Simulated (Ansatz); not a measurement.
# NbTe: band structure with BLYP

NbTe:

```
CELL_PARAMETERS angstrom
3.70297 0.00000 0.00000
-1.85149 3.20687 0.00000
0.00000 0.00000 3.69421
ATOMIC_POSITIONS crystal
Te 0.66667 0.33333 0.00000
Nb 0.00000 0.00000 0.50000
```

The cell comes from a database or a generator and needn't be the stable form of this composition.

- Program: Ansatz 0.2.0
- Task: band structure
- Functional: BLYP
- Potentials or basis: Ansatz PAW
- Cutoff: 420 eV (not typed: the program's choice for these potentials)
- k mesh: 8 × 8 × 7
- Occupations: fermi-dirac, width 0.05 eV
- Spin: no spin polarisation
- Path: [["G", "M", "K", "G", "A", "L", "H", "A"], ["L", "M"], ["K", "H"]]
- Points for each segment of the path: 14

The pressure is 6.6 GPa and the band gap on the k mesh is none (metal or under the smearing width).

Stress tensor (GPa, compression positive):
```
6.36 0.00 0.00
0.00 6.36 0.00
0.00 0.00 7.11
```

Levels at the corners of the path, in eV from the Fermi level:
```tsv
point	band 10	band 11	band 12	band 13	band 14	band 15	band 16	band 17	band 18	band 19
Γ	-14.28	-3.17	-3.17	-2.87	-2.36	0.11	0.11	2.38	2.38	2.96
M	-12.69	-7.07	-3.86	-2.62	-2.52	-0.21	1.18	1.44	3.01	4.03
K	-12.45	-6.40	-5.32	-3.80	-0.92	-0.16	0.20	0.42	4.52	6.65
Γ	-14.28	-3.17	-3.17	-2.87	-2.36	0.11	0.11	2.38	2.38	2.96
A	-12.99	-7.42	-2.66	-2.66	-0.96	-0.96	0.63	1.62	1.62	5.56
L	-12.35	-5.88	-5.79	-4.26	-1.24	1.10	1.23	1.82	2.80	4.35
H	-12.23	-6.18	-5.66	-4.40	-1.03	1.09	1.61	2.21	2.72	3.49
A	-12.99	-7.42	-2.66	-2.66	-0.96	-0.96	0.63	1.62	1.62	5.56
L	-12.35	-5.88	-5.79	-4.26	-1.24	1.10	1.23	1.82	2.80	4.35
M	-12.69	-7.07	-3.86	-2.62	-2.52	-0.21	1.18	1.44	3.01	4.03
K	-12.45	-6.40	-5.32	-3.80	-0.92	-0.16	0.20	0.42	4.52	6.65
H	-12.23	-6.18	-5.66	-4.40	-1.03	1.09	1.61	2.21	2.72	3.49
```

Wall time 4.3 s on 2 threads of Arm Neoverse V2 (shared host), peak memory 0.34 GiB.

Caveat: spin-orbit coupling is left out, which moves the levels of the heavy elements; the PAW data sets come from PBE, with cores solved anew for the run's functional, which leaves a small shift of forces and pressure.
